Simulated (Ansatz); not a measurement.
**CH5ClNSbSi: one species, many methods**

Aim: compute CH5ClNSbSi with functionals from several rungs and with coupled cluster. The yardstick is the atomisation energy at the CCSD(T) limit.

The runs use Ansatz 0.2.0, Gaussian basis; functionals in def2-TZVPP, the program's frozen cores in correlated methods.

Plan: LDA (SPW92), PBE-D4, revPBE-D4, BLYP-D4, r2SCAN-D4, B97M-V, PBE0-D4, B3LYP-D4, r2SCANh-D4, r2SCAN0-D4, HSE06-D4, BHLYP-D4, CAM-B3LYP-D4, LC-ωPBE, ωB97X-V, ωB97M-V, B2PLYP, PBE-QIDH; CCSD(T)/def2-SVP; CCSD(T)/def2-TZVPP; MP2/def2-QZVPP; extrapolation to the limit; RPA on PBE.

## Step 1: The geometry

The geometry comes from an earlier relaxation with PBE0-D4 in a triple-zeta def2 set; it is a stationary point, not always the lowest conformer. Sb takes the def2 core potential; no spin-orbit term is included.

SMILES `[NH2][Sb]1[CH2][SiH]1Cl`, 10 atoms, charge 0, spin multiplicity 1.

Atoms are counted from 1 here; the program's logs count them from 0.

Bond lengths: N1–Sb2 2.052 Å, N1–H6 1.012 Å, N1–H7 1.013 Å, Sb2–C3 2.267 Å, Sb2–Si4 2.510 Å, C3–Si4 1.825 Å, C3–H8 1.087 Å, C3–H9 1.087 Å, Si4–Cl5 2.049 Å, Si4–H10 1.479 Å. Angles: Sb2–N1–H6 110.7°, Sb2–N1–H7 112.5°, H6–N1–H7 107.8°, N1–Sb2–C3 91.3°, N1–Sb2–Si4 91.6°, C3–Sb2–Si4 44.6°, Sb2–C3–Si4 74.8°, Sb2–C3–H8 115.3°, Sb2–C3–H9 107.1°, Si4–C3–H8 119.5°, Si4–C3–H9 119.3°, H8–C3–H9 113.7°, Sb2–Si4–C3 60.6°, Sb2–Si4–Cl5 119.8°, Sb2–Si4–H10 122.0°, C3–Si4–Cl5 118.6°, C3–Si4–H10 118.2°, Cl5–Si4–H10 109.9°.

## Step 2: LDA

This LDA is Slater exchange with PW92 correlation.

Input file in.yaml:

```yaml
crystal:
  periodic: [false, false, false]
  atoms:
    - {symbol: N, position_ang: [-1.753625, 0.861707, -0.076060]}
    - {symbol: Sb, position_ang: [-0.059544, 1.206657, 1.028969]}
    - {symbol: C, position_ang: [0.547377, -0.971886, 0.872989]}
    - {symbol: Si, position_ang: [1.336284, -0.151494, -0.553982]}
    - {symbol: Cl, position_ang: [0.634196, -0.566626, -2.433873]}
    - {symbol: H, position_ang: [-2.558515, 1.297984, 0.356333]}
    - {symbol: H, position_ang: [-1.678891, 1.218413, -1.020762]}
    - {symbol: H, position_ang: [1.165453, -1.341078, 1.687532]}
    - {symbol: H, position_ang: [-0.361897, -1.546945, 0.719012]}
    - {symbol: H, position_ang: [2.812163, -0.057832, -0.577158]}
basis:
  gaussian: {orbitals: def2-TZVPP}
hamiltonian: {xc: lda}
output: {orbitals: {seedname: orbitals}}
```

Further steps of the session: PBE-D4 (GGA); revPBE-D4 (GGA); BLYP-D4 (GGA); r2SCAN-D4 (meta-GGA); B97M-V (meta-GGA); PBE0-D4 (hybrid); B3LYP-D4 (hybrid); r2SCANh-D4 (hybrid); r2SCAN0-D4 (hybrid); HSE06-D4 (hybrid); BHLYP-D4 (hybrid); CAM-B3LYP-D4 (range-separated); LC-ωPBE (range-separated); ωB97X-V (range-separated); ωB97M-V (range-separated); B2PLYP (double hybrid); PBE-QIDH (double hybrid); CCSD(T) in def2-SVP; CCSD(T) in def2-TZVPP; MP2 in def2-QZVPP; RPA on PBE orbitals.

Before running them: what should the planned runs give, taken together? Wanted: atomisation energy, CCSD(T)/CBS; farthest beyond LDA; mean size of error, GGA; mean size of error, meta-GGA; mean size of error, hybrid; mean size of error, range-separated; mean size of error, double hybrid; gap, smallest and largest; T1 diagnostic.

**Answer**, as computed:

| quantity | value |
| --- | --- |
| atomisation energy, CCSD(T)/CBS | 3226.2 kJ/mol |
| functionals within 32.3 kJ/mol (1.0 %) | revPBE-D4, BLYP-D4, r2SCAN-D4, B97M-V, PBE0-D4, B3LYP-D4, HSE06-D4, CAM-B3LYP-D4, ωB97X-V, ωB97M-V |
| farthest beyond LDA | BHLYP-D4 (-121.3 kJ/mol) |
| mean size of error, GGA | 29.1 kJ/mol |
| mean size of error, meta-GGA | 15.3 kJ/mol |
| mean size of error, hybrid | 43.5 kJ/mol |
| mean size of error, range-separated | 26.9 kJ/mol |
| mean size of error, double hybrid | 60.1 kJ/mol |
| gap, smallest and largest | 3.48 eV (LDA (SPW92)), 9.71 eV (LC-ωPBE) |
| T1 diagnostic | 0.0132 |
| triples share of the correlation energy | 4.1 % |

**Reading.** LDA overbinds by 504.0 kJ/mol (16 %). PBE-D4 misses by +68.7 kJ/mol. Double hybrids carry the basis error of their MP2 part in triple zeta, and no dispersion term here, so their miss is partly the set-up's. The rungs meta-GGA, range-separated, GGA miss on average by less than the doubt on the reference (32.3 kJ/mol), so they tie. The reference freezes the cores and leaves out spin-orbit coupling and excitations past (T), and its outer-core shells are covered unevenly, so misses under about 32.3 kJ/mol can't be ranked. All levels share the lack of spin-orbit coupling, which lowers the free heavy atoms and so the true binding. Hartree-Fock recovers 66 % of the binding; the rest is correlation. CCSD(T) in def2-SVP is off by -334.7 kJ/mol, more than most functionals: a good method in a small basis is no reference. The gap grows from 3.5 to 9.7 eV across the functionals, mostly with the share of exact exchange. Correlated methods include outer-core shells of Sb, which these sets cover unevenly.
